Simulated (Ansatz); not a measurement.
**quartet C2H3Ge: levels of theory compared**

We compute a comparison of 6 runs (UHF/3-21G, UB3LYP/def2-SVPD, UBLYP/def2-SVPD, UPBE0/def2-SVPD, USVWN5/def2-SVPD, UCCSD(T)/def2-SVPD) of quartet C2H3Ge. 

Program for the calculation: Ansatz 0.2.0.

55 further runs of the same task are left out: 6 that didn't finish, 49 set aside as unsound or not needed. Runs told in other sessions of the task aren't counted.

**1. The system as given**

C2H3Ge has 6 atoms, charge 0, and is taken as a quartet. As SMILES of the parent species, `[C]#[C][GeH3]`. The shape is that of a PBE0-D4/def2-TZVP optimisation. That shape belongs to the parent species and isn't relaxed for this state.

Bond lengths: C1–C2 1.211 Å, C2–Ge3 1.905 Å, Ge3–H4 1.532 Å, Ge3–H5 1.532 Å, Ge3–H6 1.532 Å. Angles: C1–C2–Ge3 180.0°, C2–Ge3–H4 108.1°, C2–Ge3–H5 108.1°, C2–Ge3–H6 108.1°, H4–Ge3–H5 110.8°, H4–Ge3–H6 110.8°, H5–Ge3–H6 110.8°.

**2. A single-point energy at UHF/3-21G (run 1)**

job.yaml reads:

```yaml
crystal:
  periodic: [false, false, false]
  atoms:
    - {symbol: C, position_ang: [1.063000, -1.993700, 1.127200]}
    - {symbol: C, position_ang: [0.554800, -1.039400, 0.581600]}
    - {symbol: Ge, position_ang: [-0.244200, 0.461100, -0.277700]}
    - {symbol: H, position_ang: [-1.482100, -0.028100, -1.035900]}
    - {symbol: H, position_ang: [0.783700, 1.059700, -1.242900]}
    - {symbol: H, position_ang: [-0.633000, 1.476400, 0.801400]}
basis:
  gaussian: {orbitals: 3-21G-spherical.json}
magnetization: {spin_polarized: true, initial_magnetization: 3}
hamiltonian: {xc: hf}
accuracy: high
output: {orbitals: {seedname: orbitals}}
```

The basis set 3-21G is read from a file made from the Basis Set Exchange's data (not shown).

Command:

```bash
$ ansatz run job.yaml --threads 1 --pin off --max-ram 3480MiB --events-out events.jsonl --progress --plain --runs-dir runs
```

Output:

```text
Warning: RAYON_NUM_THREADS=1 ignored (pool sized by the plan → 1); use --threads N
Functional definition: HF
  name "HF"
  exchange = exact_x
  correlation = 0
883 factors; integrals over basis functions are off by at most 7.2e-9 eV
mean field evaluation 1: about -58284.5817 eV, gradient 1.3e1 eV
mean field evaluation 2: about -58284.8909 eV, gradient 1.3e1 eV
mean field evaluation 4: about -58287.8231 eV, gradient 3.1e0 eV
mean field evaluation 8: about -58288.0944 eV, gradient 5.7e-1 eV
mean field evaluation 16: about -58288.9537 eV, gradient 4.8e-1 eV
mean field evaluation 32: about -58288.9841 eV, gradient 7.4e-8 eV
mean field evaluation 64: about -58288.9840 eV, gradient 1.8e-2 eV
mean field evaluation 96: about -58288.9841 eV, gradient 2.9e-4 eV
mean field evaluation 128: about -58288.9839 eV, gradient 4.1e-2 eV
mean field evaluation 160: about -58284.8537 eV, gradient 1.3e1 eV
mean field evaluation 192: about -58287.9969 eV, gradient 6.1e0 eV
mean field evaluation 224: about -58288.9841 eV, gradient 4.1e-5 eV
mean field evaluation 256: about -58288.9839 eV, gradient 9.7e-2 eV
mean field evaluation 288: about -58288.9841 eV, gradient 2.1e-3 eV
mean field -58288.98410149 eV, -2142.0806560373 hartree, gradient 2.7e-8 eV, S^2 3.879734; 3 other end points of the search recorded, 0 dependent functions left out
reference -58288.98410149 eV, -2142.0806560373 hartree; 25, 22 occupied and 21, 24 virtual orbitals, 883 factors
Total energy: -58288.98410149 eV, -2142.0806560373 hartree
```

Wall time 6.3 s (1 thread of Arm Neoverse V1, shared host); peak memory 0.17 GiB.

**3. The energy at UB3LYP/def2-SVPD (run 2)**

job.yaml, as its differences from that of step 2:

```diff
@@ -10,6 +10,6 @@
 basis:
-  gaussian: {orbitals: 3-21G-spherical.json}
+  gaussian: {orbitals: def2-SVPD}
+accuracy: high
 magnetization: {spin_polarized: true, initial_magnetization: 3}
-hamiltonian: {xc: hf}
-accuracy: high
 output: {orbitals: {seedname: orbitals}}
+hamiltonian: {xc: {name: B3LYP}}
```

Command:

```bash
$ ansatz run job.yaml --threads 1 --pin off --max-ram 3480MiB --events-out events.jsonl --progress --plain --runs-dir runs
```

Output:

```text
Warning: RAYON_NUM_THREADS=1 ignored (pool sized by the plan → 1); use --threads N
Functional definition: B3LYP
  name "B3LYP"
  parameter a0 = 0.2
  parameter ax = 0.72
  parameter ac = 0.81
  exchange = (1 - a0 - ax)*slater_x + ax*b88_x + a0*exact_x
  correlation = (1 - ac)*vwn_rpa_c + ac*lyp_c
2013 factors; integrals over basis functions are off by at most 4.5e-9 eV
mean field evaluation 1: about -58614.1488 eV, gradient 3.8e1 eV
mean field evaluation 2: about -58571.2421 eV, gradient 8.3e1 eV
mean field evaluation 4: about -58622.4198 eV, gradient 9.8e0 eV
mean field evaluation 8: about -58623.2298 eV, gradient 5.3e-1 eV
mean field evaluation 16: about -58623.2338 eV, gradient 1.7e-3 eV
mean field evaluation 32: about -58623.2338 eV, gradient 2.3e-3 eV
mean field evaluation 64: about -58623.2191 eV, gradient 1.6e0 eV
mean field -58623.23383717 eV, -2154.3641072608 hartree, gradient 2.9e-8 eV, S^2 3.762662; 6 other end points of the search recorded, 0 dependent functions left out
reference -58623.23387848 eV, -2154.3641087790 hartree; 25, 22 occupied and 77, 80 virtual orbitals, 2013 factors
Total energy: -58623.23387848 eV, -2154.3641087790 hartree
```

It took 3.2 min on 1 thread of Arm Neoverse V1, shared host; peak memory 0.57 GiB.

Runs 3 to 5 aren't shown in full; the table further down has their settings and results.

**4. A single-point energy at UCCSD(T)/def2-SVPD (run 6)**

job.yaml, as its differences from that of step 3:

```diff
@@ -10,6 +10,12 @@
 basis:
-  gaussian: {orbitals: def2-SVPD}
+  gaussian:
+    orbitals: def2-SVPD
+magnetization:
+  spin_polarized: true
+  initial_magnetization: 3
+correlation:
+  method: ccsd_t
+  frozen_orbitals: {C: 1, Ge: 9, H: 0}
 accuracy: high
-magnetization: {spin_polarized: true, initial_magnetization: 3}
-output: {orbitals: {seedname: orbitals}}
-hamiltonian: {xc: {name: B3LYP}}
+scf:
+  omitted_lower_state_checks: [cluster_reference, increment]
```

Command:

```bash
$ ansatz run job.yaml --threads 1 --pin off --max-ram 3480MiB --events-out events.jsonl --progress --plain --runs-dir runs
```

Output:

```text
Warning: RAYON_NUM_THREADS=1 ignored (pool sized by the plan → 1); use --threads N
[... 19 lines left out ...]
11 core orbitals not correlated: weight in the atoms' cores, before any rotation towards them, 1.000 or more for the frozen orbitals, at most 0.000 for the correlated occupied ones
[... 42 lines left out ...]
Total energy: -58577.48368504 eV, -2152.6828201807 hartree
Checks for a lower state left out: cluster_reference, increment
```

Run time: 4.8 min. Hardware: 1 thread of Arm Neoverse V1, shared host; peak memory 1.4 GiB.

**5. The series**

```csv
run,level,frozen core orbitals,energy (Eh),HOMO energy (eV),⟨S²⟩,wall time
1,UHF/3-21G,–,-2142.080656,-6.38,3.880,6.3 s
2,UB3LYP/def2-SVPD,–,-2154.364109,-3.08,3.763,3.2 min
3,UBLYP/def2-SVPD,–,-2154.335038,-1.97,3.759,3.9 min
4,UPBE0/def2-SVPD,–,-2153.960160,-3.41,3.770,3.1 min
5,USVWN5/def2-SVPD,–,-2150.415031,-2.16,3.763,2 min
6,UCCSD(T)/def2-SVPD,11,-2152.682820,–,3.865,4.8 min
```

**6. Summary of results**

```
                                           quantity           value
                                run 6: total energy  -2152.68282 Eh
run 6: correlation energy (11 core orbitals frozen)      -462.5 mEh
                              run 6: (T) correction      -17.45 mEh
           run 6: ⟨S²⟩ of the reference determinant           3.865
                               run 6: T1 diagnostic           0.023
```

What this shows: Totals of different functionals can't be ranked against each other. Spin contamination of the reference: run 1 ⟨S²⟩ = 3.88, run 6 ⟨S²⟩ = 3.87. All runs together took 17 min, the longest 4.8 min.
